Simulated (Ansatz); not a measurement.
# C₆H₄Ge: small, medium and large basis sets

The task here is to estimate one member of a computed series from the others.

Program: Ansatz 0.2.0, Gaussian basis. Level of theory: one geometry, several basis sets. These are calculated values, not measurements.

The runs, in order: PBE0-D4/def2-SVP; ωB97M-V/def2-SVP; PBE0-D4/def2-QZVPP; ωB97M-V/def2-QZVPP; the functionals' def2-TZVPP values are taken from earlier runs.

**The relaxed structure**

An earlier PBE0-D4 in a triple-zeta def2 set relaxation fixed the geometry.

SMILES `C#[C][GeH]([C]#C)[C]#C`, 11 atoms, charge 0, spin multiplicity 1.

Atoms are counted from 1 here; the program's logs count them from 0.

Bond lengths: C1–C2 1.204 Å, C1–H8 1.066 Å, C2–Ge3 1.894 Å, Ge3–C4 1.894 Å, Ge3–C6 1.894 Å, Ge3–H9 1.529 Å, C4–C5 1.204 Å, C5–H10 1.066 Å, C6–C7 1.204 Å, C7–H11 1.066 Å. Angles: C2–C1–H8 179.7°, C1–C2–Ge3 179.1°, C2–Ge3–C4 109.0°, C2–Ge3–C6 109.0°, C2–Ge3–H9 109.9°, C4–Ge3–C6 109.0°, C4–Ge3–H9 110.0°, C6–Ge3–H9 109.9°, Ge3–C4–C5 179.1°, C4–C5–H10 179.7°, Ge3–C6–C7 179.1°, C6–C7–H11 179.7°.

Set-up of the first run:

File in.yaml:

```yaml
crystal:
  periodic: [false, false, false]
  atoms:
    - {symbol: C, position_ang: [0.479364, -2.605336, 1.287090]}
    - {symbol: C, position_ang: [0.383421, -1.444732, 0.981941]}
    - {symbol: Ge, position_ang: [0.244710, 0.388995, 0.528720]}
    - {symbol: C, position_ang: [1.260221, 0.716019, -1.036200]}
    - {symbol: C, position_ang: [1.915524, 0.936593, -2.021716]}
    - {symbol: C, position_ang: [-1.570617, 0.803506, 0.182395]}
    - {symbol: C, position_ang: [-2.723777, 1.080428, -0.024617]}
    - {symbol: H, position_ang: [0.562356, -3.634324, 1.552808]}
    - {symbol: H, position_ang: [0.766301, 1.251090, 1.678771]}
    - {symbol: H, position_ang: [2.492968, 1.128615, -2.896925]}
    - {symbol: H, position_ang: [-3.744972, 1.322247, -0.211665]}
basis:
  gaussian: {orbitals: def2-SVP}
hamiltonian: {xc: pbe0, dispersion: d4}
output: {orbitals: {seedname: orbitals}}
```

Run with:

```
$ ansatz run in.yaml --threads 4 --pin off --events-out ev --progress --plain --max-ram 11315MiB
```

Steps of the session up to this table: PBE0-D4 in def2-SVP; ωB97M-V in def2-SVP; PBE0-D4 in def2-QZVPP; ωB97M-V in def2-QZVPP.

One table of the session follows, with a row left open; its other results are not shown here.

It belongs to the step «Functionals by basis». 

| functional | basis | HOMO (eV) | LUMO (eV) |
| --- | --- | --- | --- |
| PBE0-D4 | def2-SVP | -8.19 | -0.29 |
| PBE0-D4 | def2-TZVPP | -8.25 | -0.44 |
| PBE0-D4 | def2-QZVPP | -8.27 | -0.50 |
| ωB97M-V | def2-SVP | ? | ? |
| ωB97M-V | def2-TZVPP | -10.52 | 1.58 |
| ωB97M-V | def2-QZVPP | -10.53 | 1.45 |

Estimate the missing values for ωB97M-V, def2-SVP.

**Answer.** HOMO (eV): -10.44; LUMO (eV): 1.81. In the column «HOMO (eV)» it lies between ωB97M-V, def2-TZVPP (-10.52) and PBE0-D4, def2-QZVPP (-8.27).
